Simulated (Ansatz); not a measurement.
# CH₆BClSi: a ladder of functionals and wavefunction methods

How much do the methods differ for CH₆BClSi? The plan is to run it at one geometry with functionals of several rungs and with coupled cluster, and see how far each lands from CCSD(T) at the basis-set limit for the atomisation energy.

Method: functionals in def2-TZVPP, the program's frozen cores in correlated methods; program: Ansatz 0.2.0, Gaussian basis.

Plan: LDA (SPW92), PBE-D4, revPBE-D4, BLYP-D4, r2SCAN-D4, B97M-V, PBE0-D4, B3LYP-D4, r2SCANh-D4, r2SCAN0-D4, HSE06-D4, BHLYP-D4, CAM-B3LYP-D4, LC-ωPBE, ωB97X-V, ωB97M-V, B2PLYP, PBE-QIDH; CCSD(T)/def2-SVP; CCSD(T)/def2-TZVPP; MP2/def2-QZVPP; extrapolation to the limit; RPA on PBE.

### 1 The relaxed structure

The geometry comes from an earlier relaxation with PBE0-D4 in a triple-zeta def2 set; it is a stationary point, not always the lowest conformer.

SMILES `BC[SiH2]Cl`, 10 atoms, charge 0, spin multiplicity 1.

Atoms are counted from 1 here; the program's logs count them from 0.

Bond lengths: B1–C2 1.538 Å, B1–H5 1.197 Å, B1–H6 1.197 Å, C2–Si3 1.876 Å, C2–H7 1.095 Å, C2–H8 1.095 Å, Si3–Cl4 2.058 Å, Si3–H9 1.481 Å, Si3–H10 1.481 Å. Angles: C2–B1–H5 120.6°, C2–B1–H6 120.7°, H5–B1–H6 118.6°, B1–C2–Si3 109.7°, B1–C2–H7 114.0°, B1–C2–H8 114.0°, Si3–C2–H7 103.9°, Si3–C2–H8 103.9°, H7–C2–H8 110.3°, C2–Si3–Cl4 108.7°, C2–Si3–H9 111.6°, C2–Si3–H10 111.5°, Cl4–Si3–H9 107.3°, Cl4–Si3–H10 107.3°, H9–Si3–H10 110.2°.

### 2 LDA

This LDA is Slater exchange with PW92 correlation.

Input file in.yaml:

```yaml
crystal:
  periodic: [false, false, false]
  atoms:
    - {symbol: B, position_ang: [-1.284820, 0.950477, 0.110894]}
    - {symbol: C, position_ang: [-0.599051, -0.351399, -0.337513]}
    - {symbol: Si, position_ang: [1.205650, -0.325866, 0.174832]}
    - {symbol: Cl, position_ang: [2.091277, -2.078547, -0.442384]}
    - {symbol: H, position_ang: [-1.282489, 1.916230, -0.596570]}
    - {symbol: H, position_ang: [-1.780712, 1.036514, 1.197098]}
    - {symbol: H, position_ang: [-0.562170, -0.484119, -1.423748]}
    - {symbol: H, position_ang: [-0.995478, -1.252032, 0.142519]}
    - {symbol: H, position_ang: [1.353082, -0.251379, 1.646545]}
    - {symbol: H, position_ang: [1.937811, 0.788921, -0.468771]}
basis:
  gaussian: {orbitals: def2-TZVPP}
hamiltonian: {xc: lda}
output: {orbitals: {seedname: orbitals}}
```

Command:

```bash
> ansatz run in.yaml --threads 2 --pin off --events-out ev --progress --plain --max-ram 4352MiB
```

The runs that follow: PBE-D4 (GGA); revPBE-D4 (GGA); BLYP-D4 (GGA); r2SCAN-D4 (meta-GGA); B97M-V (meta-GGA); PBE0-D4 (hybrid); B3LYP-D4 (hybrid); r2SCANh-D4 (hybrid); r2SCAN0-D4 (hybrid); HSE06-D4 (hybrid); BHLYP-D4 (hybrid); CAM-B3LYP-D4 (range-separated); LC-ωPBE (range-separated); ωB97X-V (range-separated); ωB97M-V (range-separated); B2PLYP (double hybrid); PBE-QIDH (double hybrid); CCSD(T) in def2-SVP; CCSD(T) in def2-TZVPP; MP2 in def2-QZVPP; RPA on PBE orbitals.

Q: Predict the results of all the runs planned. Wanted: atomisation energy, CCSD(T)/CBS; farthest beyond LDA; mean size of error, GGA; mean size of error, meta-GGA; mean size of error, hybrid; mean size of error, range-separated; mean size of error, double hybrid; gap, smallest and largest; T1 diagnostic.

As calculated:

| quantity | value |
| --- | --- |
| atomisation energy, CCSD(T)/CBS | 818.2 kcal/mol |
| functionals within 4.1 kcal/mol (0.5 %) | PBE0-D4, B3LYP-D4, r2SCANh-D4, r2SCAN0-D4, HSE06-D4, CAM-B3LYP-D4, LC-ωPBE, PBE-QIDH |
| farthest beyond LDA | revPBE-D4 (-9.7 kcal/mol) |
| mean size of error, GGA | 7.4 kcal/mol |
| mean size of error, meta-GGA | 6.6 kcal/mol |
| mean size of error, hybrid | 2.8 kcal/mol |
| mean size of error, range-separated | 4.6 kcal/mol |
| mean size of error, double hybrid | 3.9 kcal/mol |
| gap, smallest and largest | 4.62 eV (LDA (SPW92)), 12.06 eV (LC-ωPBE) |
| T1 diagnostic | 0.0101 |
| triples share of the correlation energy | 3.7 % |

What this shows: LDA overbinds by 93.6 kcal/mol (11 %). PBE-D4 misses by +4.7 kcal/mol. Double hybrids carry the basis error of their MP2 part in triple zeta, and no dispersion term here, so their miss is partly the set-up's. The rungs hybrid, double hybrid miss on average by less than the doubt on the reference (4.1 kcal/mol), so they tie. The reference freezes the cores and leaves out relativity and excitations past (T), so misses under about 4.1 kcal/mol can't be ranked. Hartree-Fock recovers 78 % of the binding; the rest is correlation. CCSD(T) in def2-SVP is off by -44.1 kcal/mol, which most functionals beat. Orbital gaps span 4.6 to 12.1 eV; exact exchange widens them.
